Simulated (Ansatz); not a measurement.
# B2FH6NSi: up Jacob's ladder to CCSD(T)

One table from this session's results is given with a row withheld; the runs are named, their logs left out.

Computed with Ansatz 0.2.0, Gaussian basis. Level: functionals in def2-TZVPP, the program's frozen cores in correlated methods.

The runs, in order: PBE-D4, r2SCAN-D4, PBE0-D4, B3LYP-D4, ωB97X-V, ωB97M-V, B2PLYP; CCSD(T)/def2-TZVPP; MP2/def2-QZVPP; extrapolation to the limit.

## The geometry

All runs share one geometry, relaxed beforehand with PBE0-D4 in a triple-zeta def2 set.

11 atoms, charge 0, spin multiplicity 1.

Atoms are counted from 1 here; the program's logs count them from 0.

Bond lengths: B1–Si2 1.988 Å, B1–N4 1.595 Å, B1–H6 1.197 Å, B1–H7 1.194 Å, Si2–B3 1.959 Å, Si2–N4 1.867 Å, Si2–F5 1.610 Å, B3–H8 1.198 Å, B3–H9 1.193 Å, N4–H10 1.011 Å, N4–H11 1.010 Å. Angles: Si2–B1–N4 61.7°, Si2–B1–H6 113.2°, Si2–B1–H7 118.0°, N4–B1–H6 112.4°, N4–B1–H7 114.2°, H6–B1–H7 122.2°, B1–Si2–B3 125.4°, B1–Si2–N4 48.7°, B1–Si2–F5 117.5°, B3–Si2–N4 110.6°, B3–Si2–F5 116.7°, N4–Si2–F5 104.3°, Si2–B3–H8 116.9°, Si2–B3–H9 123.8°, H8–B3–H9 118.5°, B1–N4–Si2 69.6°, B1–N4–H10 116.8°, B1–N4–H11 118.8° and more.

Set-up of the first run:

Input file in.yaml:

```yaml
crystal:
  periodic: [false, false, false]
  atoms:
    - {symbol: B, position_ang: [-1.110617, 0.840316, -0.681925]}
    - {symbol: Si, position_ang: [0.352827, 0.440156, 0.602713]}
    - {symbol: B, position_ang: [0.517874, -1.202907, 1.657423]}
    - {symbol: N, position_ang: [0.162884, 0.039693, -1.211031]}
    - {symbol: F, position_ang: [1.595482, 1.462294, 0.655160]}
    - {symbol: H, position_ang: [-1.118470, 1.980287, -1.047925]}
    - {symbol: H, position_ang: [-2.107977, 0.186289, -0.617755]}
    - {symbol: H, position_ang: [-0.078439, -2.163333, 1.262062]}
    - {symbol: H, position_ang: [1.021874, -1.250730, 2.738227]}
    - {symbol: H, position_ang: [0.781856, 0.533416, -1.840442]}
    - {symbol: H, position_ang: [0.048104, -0.922481, -1.496006]}
basis:
  gaussian: {orbitals: def2-TZVPP}
hamiltonian: {xc: pbe, dispersion: d4}
output: {forces: true, orbitals: {seedname: orbitals}}
```

Run with:

```console
$ ansatz run in.yaml --threads 4 --pin off --events-out ev --progress --plain --max-ram 10444MiB
```

Steps of the session up to this table: PBE-D4 (GGA); r2SCAN-D4 (meta-GGA); PBE0-D4 (hybrid); B3LYP-D4 (hybrid); ωB97X-V (range-separated); ωB97M-V (range-separated); B2PLYP (double hybrid); CCSD(T) in def2-TZVPP; MP2 in def2-QZVPP.

One table of the session follows, with a row left open; its other results are not shown here.

| method | atomisation energy (kJ/mol) |
| --- | --- |
| PBE-D4 | 3903.4 |
| r2SCAN-D4 | 3856.5 |
| PBE0-D4 | 3835.7 |
| B3LYP-D4 | ? |
| ωB97X-V | 3845.8 |
| ωB97M-V | 3847.9 |
| B2PLYP | 3793.9 |
| HF/def2-TZVPP | 2817.2 |
| MP2/def2-TZVPP | 3771.3 |
| CCSD/def2-TZVPP | 3658.1 |
| CCSD(T)/def2-TZVPP | 3712.1 |
| MP2/CBS | 3871.8 |
| CCSD(T)/CBS | 3812.5 |

Estimate the missing values for B3LYP-D4.

The run gave: atomisation energy (kJ/mol): 3845.4. In the column «atomisation energy (kJ/mol)» it lies between PBE0-D4 (3835.7) and ωB97X-V (3845.8).
